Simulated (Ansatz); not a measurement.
**As₂H₂+ (quartet): the correlation ladder, cc-pVDZ**

Aim: climb from Hartree-Fock through coupled cluster and multireference methods for As₂H₂+ (quartet) at one geometry and basis, and see what each rung misses.

Method: cc-pVDZ, core rule «outside noble gas», up to 28 orbitals frozen; program: Ansatz 0.2.0, Gaussian basis.

Plan: UHF; CCSD(T) on ROHF; CCSD(T) on UHF; BCCD(T) on ROHF; CISD as a restricted active space (open shells left free, so some higher excitations enter); CCSDT(Q) on ROHF; CCSDT(Q) on UHF; CASSCF and MRCISD+Q, 11 electrons in 10 orbitals; CASSCF and NEVPT2, 11 electrons in 10 orbitals.

20 further runs of the same task are left out: 6 that didn't finish, 14 set aside as unsound or not needed. Runs told in other sessions of the task aren't counted.

## (1) The system

The geometry is a PBE0/def2-TZVP stationary point (not a proven minimum) of the parent state, kept for this charge and spin. No spin-orbit coupling is included. The filled d shell of As may be among the frozen orbitals whatever the setting's name suggests.

4 atoms, charge 1, spin multiplicity 4.

Atoms are counted from 1 here; the program's logs count them from 0.

Bond lengths: As1–As2 2.411 Å, As1–H3 1.530 Å, As2–H4 1.530 Å. Angles: As2–As1–H3 92.6°, As1–As2–H4 92.6°.

In the tables R marks a restricted open-shell determinant and U an unrestricted one; 'valence' is the active space of 11 electrons in 10 orbitals; energies count from the table's Hartree-Fock row.

## (2) UHF

File in.yaml:

```yaml
crystal:
  periodic: [false, false, false]
  atoms:
    - {symbol: As, position_ang: [0.014278, -0.034459, 1.204926]}
    - {symbol: As, position_ang: [0.014281, 0.034458, -1.204926]}
    - {symbol: H, position_ang: [-1.061382, 1.049446, 1.305639]}
    - {symbol: H, position_ang: [-1.061448, -1.049378, -1.305639]}
basis:
  gaussian: {orbitals: cc-pVDZ}
total_charge: 1
magnetization: {spin_polarized: true, initial_magnetization: 3}
hamiltonian: {xc: hf}
output: {orbitals: {seedname: orbitals}}
```

On the command line:

```bash
$ ansatz run in.yaml --threads 1 --pin off --events-out ev --progress --plain --max-ram 2393MiB
```

Log:

```text
Functional definition: HF
  name "HF"
  cite "Fock, Z. Phys. 61, 126 (1930) doi:10.1007/BF01340294"
  parent pbe
  exchange = exact_x
  correlation = 0
746 factors; integrals over basis functions are off by at most 1.1e-3 eV
mean field evaluation 1: about -121611.6117 eV, gradient 7.7e0 eV
mean field evaluation 2: about -121611.6149 eV, gradient 7.7e0 eV
mean field evaluation 4: about -121612.4927 eV, gradient 1.1e0 eV
mean field evaluation 8: about -121612.5250 eV, gradient 3.5e-3 eV
mean field evaluation 16: about -121612.3732 eV, gradient 1.0e0 eV
mean field evaluation 32: about -121612.4974 eV, gradient 4.7e-1 eV
mean field -121612.52495215 eV, -4469.1778600616 hartree, gradient 1.6e-5 eV, S^2 3.801004; 0 other end points of the search recorded, 0 dependent functions left out
reference -121612.52495215 eV, -4469.1778600616 hartree; 35, 32 occupied and 29, 32 virtual orbitals, 746 factors
Total energy: -121612.52495215 eV, -4469.1778600616 hartree
```

Run time: 2.2 s. Hardware: 1 thread of Intel Xeon Platinum 8488C, shared host.

From the report: ⟨S²⟩ of the determinant 3.801 (pure quartet: 3.75).

## (3) CCSD(T) on ROHF

in.yaml: that of step 2 with these lines changed.

```diff
@@ -10,4 +10,3 @@
 total_charge: 1
-magnetization: {spin_polarized: true, initial_magnetization: 3}
-hamiltonian: {xc: hf}
-output: {orbitals: {seedname: orbitals}}
+magnetization: {spin_polarized: false, initial_magnetization: 3}
+correlation: {method: ccsd_t, electrons: outside_noble_gas}
```

Same command.

Log, cut to the lines that bear on the results:

```text
Functional definition: HF
  name "HF"
  cite "Fock, Z. Phys. 61, 126 (1930) doi:10.1007/BF01340294"
  parent pbe
[...]
746 factors; integrals over basis functions are off by at most 1.1e-3 eV
[...]
mean field -121612.21577167 eV, -4469.1664978884 hartree, gradient 1.9e-6 eV, S^2 3.750000; 4 other end points of the search recorded, 0 dependent functions left out
[...]
determinant -121612.21577167 eV, -4469.1664978884 hartree, with singles and doubles -121617.76033821 eV, -4469.3702569505 hartree
determinant -121609.87814790 eV, -4469.0805917992 hartree, with singles and doubles -121615.79498496 eV, -4469.2980315508 hartree
determinant -121608.95921684 eV, -4469.0468217058 hartree, with singles and doubles -121614.92100632 eV, -4469.2659134279 hartree
28 core orbitals not correlated: weight in the atoms' cores, before any rotation towards them, 1.000 or more for the frozen orbitals, at most 0.000 for the correlated occupied ones
reference -121612.21577167 eV, -4469.1664978884 hartree; 7, 4 occupied and 29, 32 virtual orbitals, 746 factors
second order -4.43481408 eV of doubles, -0.15452557 eV of singles
cycle   1  -5.54435535 eV  change    2.1e-4 eV  update   9.4e-4
[...]
cycle   6  -5.54442368 eV  change   -7.2e-6 eV  update   1.2e-5
perturbative correction -0.16268486 eV, -0.0059785584 hartree
Total energy: -121617.92288022 eV, -4469.3762302591 hartree
```

Run time: 7 s. Hardware: 1 thread of Intel Xeon Platinum 8488C, shared host.

From the report: correlation -5.7071 eV; T1 0.024; largest double amplitude 0.07.

## (4) CCSD(T) on UHF

in.yaml: that of step 3 with these lines changed.

```diff
@@ -10,3 +10,3 @@
 total_charge: 1
-magnetization: {spin_polarized: false, initial_magnetization: 3}
+magnetization: {spin_polarized: true, initial_magnetization: 3}
 correlation: {method: ccsd_t, electrons: outside_noble_gas}
```

The command is unchanged.

Log, cut to the lines that bear on the results:

```text
Functional definition: HF
  name "HF"
  cite "Fock, Z. Phys. 61, 126 (1930) doi:10.1007/BF01340294"
  parent pbe
[...]
746 factors; integrals over basis functions are off by at most 1.1e-3 eV
[...]
mean field -121612.52495215 eV, -4469.1778600616 hartree, gradient 4.7e-6 eV, S^2 3.801004; 4 other end points of the search recorded, 0 dependent functions left out
determinant -121612.52495215 eV, -4469.1778600616 hartree, with singles and doubles -121617.77896161 eV, -4469.3709413478 hartree
determinant -121610.11796080 eV, -4469.0894047610 hartree, with singles and doubles -121615.81035726 eV, -4469.2985964722 hartree
determinant -121609.30183362 eV, -4469.0594126403 hartree, with singles and doubles -121614.90777195 eV, -4469.2654270741 hartree
28 core orbitals not correlated: weight in the atoms' cores, before any rotation towards them, 1.000 or more for the frozen orbitals, at most 0.000 for the correlated occupied ones
reference -121612.52495215 eV, -4469.1778600616 hartree; 7, 4 occupied and 29, 32 virtual orbitals, 746 factors
second order -4.21681305 eV of doubles, -0.00000000 eV of singles
cycle   1  -5.25387380 eV  change    1.4e-4 eV  update   7.1e-4
[...]
cycle   8  -5.25395916 eV  change    6.8e-6 eV  update   1.7e-6
perturbative correction -0.15490969 eV, -0.0056928261 hartree
Total energy: -121617.93382100 eV, -4469.3766323255 hartree
```

It took 5.5 s on 1 thread of Intel Xeon Platinum 8488C, shared host.

From the report: ⟨S²⟩ of the determinant 3.801 (pure quartet: 3.75); correlation -5.4089 eV; T1 0.020; largest double amplitude 0.07.

## (5) BCCD(T) on ROHF

in.yaml: that of step 4 with these lines changed.

```diff
@@ -10,3 +10,3 @@
 total_charge: 1
-magnetization: {spin_polarized: true, initial_magnetization: 3}
-correlation: {method: ccsd_t, electrons: outside_noble_gas}
+magnetization: {spin_polarized: false, initial_magnetization: 3}
+correlation: {method: bccd_t, electrons: outside_noble_gas}
```

The command is unchanged.

Log, cut to the lines that bear on the results:

```text
Functional definition: HF
  name "HF"
  cite "Fock, Z. Phys. 61, 126 (1930) doi:10.1007/BF01340294"
  parent pbe
[...]
746 factors; integrals over basis functions are off by at most 1.1e-3 eV
[...]
mean field -121612.21577167 eV, -4469.1664978884 hartree, gradient 1.9e-6 eV, S^2 3.750000; 4 other end points of the search recorded, 0 dependent functions left out
[...]
determinant -121612.21577167 eV, -4469.1664978884 hartree, with singles and doubles -121617.76033821 eV, -4469.3702569505 hartree
determinant -121609.87814790 eV, -4469.0805917992 hartree, with singles and doubles -121615.79498496 eV, -4469.2980315508 hartree
determinant -121608.95921684 eV, -4469.0468217058 hartree, with singles and doubles -121614.92100632 eV, -4469.2659134279 hartree
28 core orbitals not correlated: weight in the atoms' cores, before any rotation towards them, 1.000 or more for the frozen orbitals, at most 0.000 for the correlated occupied ones
reference -121612.21577167 eV, -4469.1664978884 hartree; 7, 4 occupied and 29, 32 virtual orbitals, 746 factors
second order -4.43481408 eV of doubles, -0.15452557 eV of singles
cycle   1  -5.54625394 eV  change   -1.7e-3 eV  update   3.6e-3
[...]
cycle   8  -5.54273281 eV  change    1.3e-6 eV  update   1.3e-5
perturbative correction -0.16418627 eV, -0.0060337342 hartree
Total energy: -121617.92269075 eV, -4469.3762232963 hartree
```

It took 6.5 s on 1 thread of Intel Xeon Platinum 8488C, shared host.

From the report: correlation -5.7069 eV; largest double amplitude 0.07.

## (6) CISD as a restricted active space (open shells left free, so some higher excitations enter)

in.yaml: that of step 5 with these lines changed.

```diff
@@ -11,2 +11,2 @@
 magnetization: {spin_polarized: false, initial_magnetization: 3}
-correlation: {method: bccd_t, electrons: outside_noble_gas}
+correlation: {active_space: {ras: {orbitals: [4, 3, 29], electrons: 11, max_holes: 2, max_particles: 2}, fixed_orbitals: true}}
```

Launched as before.

Log:

```text
Functional definition: HF
  name "HF"
  cite "Fock, Z. Phys. 61, 126 (1930) doi:10.1007/BF01340294"
  parent pbe
  exchange = exact_x
  correlation = 0
746 factors; integrals over basis functions are off by at most 1.1e-3 eV
mean field evaluation 1: about -121611.5541 eV, gradient 8.2e0 eV
mean field evaluation 2: about -121611.5569 eV, gradient 8.2e0 eV
mean field evaluation 4: about -121612.2098 eV, gradient 6.3e-1 eV
mean field evaluation 8: about -121612.2158 eV, gradient 2.0e-3 eV
mean field evaluation 16: about -121610.9830 eV, gradient 7.1e0 eV
mean field -121612.21577167 eV, -4469.1664978884 hartree, gradient 1.9e-6 eV, S^2 3.750000; 2 other end points of the search recorded, 0 dependent functions left out
reference -121612.21577167 eV, -4469.1664978884 hartree; 35, 32 occupied and 29, 32 virtual orbitals, 746 factors
state -121617.37132287 eV, -4469.3559609004 hartree
Total energy: -121617.37132287 eV, -4469.3559609004 hartree
```

It took 6 s on 1 thread of Intel Xeon Platinum 8488C, shared host.

From the report: 89,950 determinants.

## (7) CCSDT(Q) on ROHF

in.yaml: that of step 6 with these lines changed.

```diff
@@ -11,2 +11,2 @@
 magnetization: {spin_polarized: false, initial_magnetization: 3}
-correlation: {active_space: {ras: {orbitals: [4, 3, 29], electrons: 11, max_holes: 2, max_particles: 2}, fixed_orbitals: true}}
+correlation: {method: ccsdt_q, electrons: outside_noble_gas}
```

Same command.

Log, cut to the lines that bear on the results:

```text
Functional definition: HF
  name "HF"
  cite "Fock, Z. Phys. 61, 126 (1930) doi:10.1007/BF01340294"
  parent pbe
[...]
1289 factors; integrals over basis functions are off by at most 1.3e-7 eV
[...]
mean field -121612.21589555 eV, -4469.1665024407 hartree, gradient 1.9e-6 eV, S^2 3.750000; 4 other end points of the search recorded, 0 dependent functions left out
[...]
determinant -121612.21589555 eV, -4469.1665024407 hartree, with singles and doubles -121617.76046574 eV, -4469.3702616373 hartree
determinant -121609.87826993 eV, -4469.0805962838 hartree, with singles and doubles -121615.79511354 eV, -4469.2980362761 hartree
determinant -121608.95935112 eV, -4469.0468266406 hartree, with singles and doubles -121614.92102850 eV, -4469.2659142432 hartree
28 core orbitals not correlated: weight in the atoms' cores, before any rotation towards them, 1.000 or more for the frozen orbitals, at most 0.000 for the correlated occupied ones
reference -121612.21589555 eV, -4469.1665024407 hartree; 7, 4 occupied and 29, 32 virtual orbitals, 1289 factors
second order -4.43483324 eV of doubles, -0.15452473 eV of singles
cycle   1  -5.27106332 eV  change   -6.8e-1 eV  update   7.8e-2
[...]
cycle  17  -5.73913439 eV  change   -7.1e-7 eV  update   5.3e-7
perturbative correction -0.00870140 eV, -0.0003197705 hartree
Total energy: -121617.96373133 eV, -4469.3777315098 hartree
```

Wall time 19 s (1 thread of Intel Xeon Platinum 8488C, shared host); peak memory 0.35 GiB.

From the report: correlation -5.7478 eV; T1 0.024; largest double amplitude 0.08.

## (8) CCSDT(Q) on UHF

in.yaml: that of step 7 with these lines changed.

```diff
@@ -10,3 +10,3 @@
 total_charge: 1
-magnetization: {spin_polarized: false, initial_magnetization: 3}
+magnetization: {spin_polarized: true, initial_magnetization: 3}
 correlation: {method: ccsdt_q, electrons: outside_noble_gas}
```

The command is unchanged.

Log, cut to the lines that bear on the results:

```text
Functional definition: HF
  name "HF"
  cite "Fock, Z. Phys. 61, 126 (1930) doi:10.1007/BF01340294"
  parent pbe
[...]
1289 factors; integrals over basis functions are off by at most 1.3e-7 eV
[...]
mean field -121612.52507505 eV, -4469.1778645779 hartree, gradient 3.8e-6 eV, S^2 3.801004; 4 other end points of the search recorded, 0 dependent functions left out
determinant -121612.52507505 eV, -4469.1778645779 hartree, with singles and doubles -121617.77908938 eV, -4469.3709460433 hartree
determinant -121610.11808433 eV, -4469.0894093006 hartree, with singles and doubles -121615.81048557 eV, -4469.2986011876 hartree
determinant -121609.30197099 eV, -4469.0594176886 hartree, with singles and doubles -121614.90791521 eV, -4469.2654323388 hartree
28 core orbitals not correlated: weight in the atoms' cores, before any rotation towards them, 1.000 or more for the frozen orbitals, at most 0.000 for the correlated occupied ones
reference -121612.52507505 eV, -4469.1778645779 hartree; 7, 4 occupied and 29, 32 virtual orbitals, 1289 factors
second order -4.21683210 eV of doubles, -0.00000000 eV of singles
cycle   1  -4.93162867 eV  change   -7.1e-1 eV  update   8.1e-2
[...]
cycle  18  -5.44300272 eV  change   -6.7e-7 eV  update   3.4e-7
perturbative correction -0.00831969 eV, -0.0003057431 hartree
Total energy: -121617.97639746 eV, -4469.3781969814 hartree
```

Run time: 17 s. Hardware: 1 thread of Intel Xeon Platinum 8488C, shared host; peak memory 0.31 GiB.

From the report: ⟨S²⟩ of the determinant 3.801 (pure quartet: 3.75); correlation -5.4513 eV; T1 0.021; largest double amplitude 0.08.

## (9) CASSCF and MRCISD+Q, 11 electrons in 10 orbitals

in.yaml: that of step 8 with these lines changed.

```diff
@@ -10,3 +10,3 @@
 total_charge: 1
-magnetization: {spin_polarized: true, initial_magnetization: 3}
-correlation: {method: ccsdt_q, electrons: outside_noble_gas}
+magnetization: {spin_polarized: false, initial_magnetization: 3}
+correlation: {method: fic_mrcisd_q, electrons: outside_noble_gas, active_space: {window: {electrons: 11, orbitals: 10}, shells: [{species: As, l: s, shell: 4}, {species: As, l: p, shell: 4}, {species: H, l: s, shell: 1}]}}
```

Same command.

Log, cut to the lines that bear on the results:

```text
Functional definition: HF
  name "HF"
  cite "Fock, Z. Phys. 61, 126 (1930) doi:10.1007/BF01340294"
  parent pbe
[...]
1289 factors; integrals over basis functions are off by at most 1.3e-7 eV
[...]
mean field -121612.21589555 eV, -4469.1665024407 hartree, gradient 1.9e-6 eV, S^2 3.750000; 2 other end points of the search recorded, 0 dependent functions left out
reference -121612.21589555 eV, -4469.1665024407 hartree; 35, 32 occupied and 29, 32 virtual orbitals, 1289 factors
state -121613.96562160 eV, -4469.2308036872 hartree
contracted CI cycle   1: correlation 0.00000000 eV, 0.0000000000 hartree, residual 1.40e1 eV
contracted CI cycle   2: correlation -3.58144035 eV, -0.1316155051 hartree, residual 2.61e0 eV
contracted CI cycle   3: correlation -3.69842936 eV, -0.1359147722 hartree, residual 4.50e-1 eV
contracted CI cycle   4: correlation -3.70201893 eV, -0.1360466865 hartree, residual 9.67e-2 eV
contracted CI cycle   5: correlation -3.70217599 eV, -0.1360524582 hartree, residual 2.06e-2 eV
contracted CI cycle   6: correlation -3.70218306 eV, -0.1360527181 hartree, residual 4.26e-3 eV
contracted CI cycle   7: correlation -3.70218335 eV, -0.1360527286 hartree, residual 8.79e-4 eV
state -121613.96562160 eV, -4469.2308036872 hartree; corrected -121617.95599673 eV, -4469.3774472685 hartree
Total energy: -121617.95599673 eV, -4469.3774472685 hartree
Checks for a lower state left out: starts, orbital_swaps
```

Run time: 13 s. Hardware: 1 thread of Intel Xeon Platinum 8488C, shared host; peak memory 0.59 GiB.

From the report: 12,600 determinants; active occupations 1.99, 1.98, 1.96, 1.95, 1.00, 1.00, 1.00, 0.04, 0.03, 0.03.

## (10) CASSCF and NEVPT2, 11 electrons in 10 orbitals

File in.yaml:

```yaml
crystal:
  periodic: [false, false, false]
  atoms:
    - {symbol: As, position_ang: [0.014278, -0.034459, 1.204926]}
    - {symbol: As, position_ang: [0.014281, 0.034458, -1.204926]}
    - {symbol: H, position_ang: [-1.061382, 1.049446, 1.305639]}
    - {symbol: H, position_ang: [-1.061448, -1.049378, -1.305639]}
basis:
  gaussian: {orbitals: cc-pVDZ}
total_charge: 1
magnetization: {spin_polarized: false, initial_magnetization: 3}
correlation: {method: sc_nevpt2, electrons: outside_noble_gas, active_space: {window: {electrons: 11, orbitals: 10}, shells: [{species: As, l: s, shell: 4}, {species: As, l: p, shell: 4}, {species: H, l: s, shell: 1}]}}
```

Same command.

Log:

```text
Functional definition: HF
  name "HF"
  cite "Fock, Z. Phys. 61, 126 (1930) doi:10.1007/BF01340294"
  parent pbe
  exchange = exact_x
  correlation = 0
1289 factors; integrals over basis functions are off by at most 1.3e-7 eV
mean field evaluation 1: about -121611.5253 eV, gradient 8.2e0 eV
mean field evaluation 2: about -121611.5590 eV, gradient 8.2e0 eV
mean field evaluation 4: about -121612.2100 eV, gradient 6.2e-1 eV
mean field evaluation 8: about -121612.2157 eV, gradient 7.2e-2 eV
mean field evaluation 16: about -121612.1657 eV, gradient 6.4e-1 eV
mean field -121612.21589555 eV, -4469.1665024407 hartree, gradient 1.9e-6 eV, S^2 3.750000; 2 other end points of the search recorded, 0 dependent functions left out
reference -121612.21589555 eV, -4469.1665024407 hartree; 35, 32 occupied and 29, 32 virtual orbitals, 1289 factors
state -121613.96562160 eV, -4469.2308036872 hartree
state -121613.96562160 eV, -4469.2308036872 hartree; corrected -121617.05096223 eV, -4469.3441878641 hartree
Total energy: -121617.05096223 eV, -4469.3441878641 hartree
Checks for a lower state left out: starts, orbital_swaps
```

Run time: 8.5 s. Hardware: 1 thread of Intel Xeon Platinum 8488C, shared host; peak memory 0.29 GiB.

From the report: 12,600 determinants; active occupations 1.99, 1.98, 1.96, 1.95, 1.00, 1.00, 1.00, 0.04, 0.03, 0.03.

## (11) Natural occupations

Natural occupations of the CASSCF valence state about the gap (report; correlated orbitals 3 to 10): 1.964, 1.953, 1.003, 1.002, 1.001, 0.044, 0.034, 0.031. The count of effectively unpaired electrons, Σ n²(2 − n)², is 3.03; a single determinant of this spin has 3.

## (12) The ladder

The yardstick is UCCSDT(Q), where the cluster series has nearly closed. Rows without a time are mean-field rows or come out of runs for another level: lower rungs of the coupled-cluster runs, CASSCF and MRCISD of the multireference runs, or the Hartree-Fock search.

Differences are taken before rounding.

| method | energy from the lowest ROHF (kcal/mol) | from UCCSDT(Q) (kcal/mol) | time |
| --- | --- | --- | --- |
| ROHF | 0.00 | +132.84 |  |
| UHF | -7.13 | +125.71 |  |
| RMP2 | -105.83 | +27.01 |  |
| UMP2 | -104.37 | +28.47 |  |
| CISD | -118.89 | +13.95 | 6 s |
| RCCSD | -127.86 | +4.99 |  |
| UCCSD | -128.29 | +4.55 |  |
| RCCSD(T) | -131.61 | +1.23 | 7 s |
| UCCSD(T) | -131.86 | +0.98 | 5.5 s |
| BCCD(T) | -131.60 | +1.24 | 6.5 s |
| RCCSDT | -132.35 | +0.49 |  |
| UCCSDT | -132.65 | +0.19 |  |
| RCCSDT(Q) | -132.55 | +0.29 | 19 s |
| UCCSDT(Q) | -132.84 | 0 | 17 s |
| CASSCF valence | -40.35 | +92.49 |  |
| NEVPT2 valence | -111.50 | +21.34 | 8.5 s |
| MRCISD valence | -125.73 | +7.12 |  |
| MRCISD+Q valence | -132.37 | +0.47 | 13 s |

Among the levels timed on like hardware and quicker than the yardstick, those that no quicker one beats, quickest first: UCCSD(T) (5.5 s, +0.98 kcal/mol); MRCISD+Q valence (13 s, +0.47 kcal/mol).

## (13) What came out

| quantity | value |
| --- | --- |
| UCCSDT(Q) from the ROHF energy | -5.7606 eV |
| RMP2 from UCCSDT(Q) | +27.01 kcal/mol |
| UMP2 from UCCSDT(Q) | +28.47 kcal/mol |
| RCCSD from UCCSDT(Q) | +4.99 kcal/mol |
| RCCSD(T) from UCCSDT(Q) | +1.23 kcal/mol |
| UCCSD(T) from UCCSDT(Q) | +0.98 kcal/mol |
| RCCSDT(Q) from UCCSDT(Q) | +0.29 kcal/mol |
| NEVPT2 valence from UCCSDT(Q) | +21.34 kcal/mol |
| MRCISD+Q valence from UCCSDT(Q) | +0.47 kcal/mol |
| levels within 1 kcal/mol (43 meV) | UCCSD(T), RCCSDT, UCCSDT, RCCSDT(Q), MRCISD+Q valence |
| T1 diagnostic | 0.024 |
| effectively unpaired electrons | 3.03 |

In words: RCCSD(T) lands +1.23 kcal/mol from the yardstick (0.9 % of the correlation energy). One determinant dominates. Of the multireference levels listed MRCISD+Q valence comes nearest in total energy (+0.47 kcal/mol), which doesn't show that its space is the better one. These misses are within one basis, not against nature; the frozen cores of restricted and unrestricted runs differ, which can shift their rows.

With open shells the CI space here admits some higher excitations, so it is larger than plain CISD.

For cost: MRCISD+Q valence gets within 0.47 kcal/mol in 13 s, where UCCSDT(Q) took 17 s; the quickest level in the cost chart, UCCSD(T), takes 5.5 s and misses by 0.98 kcal/mol.
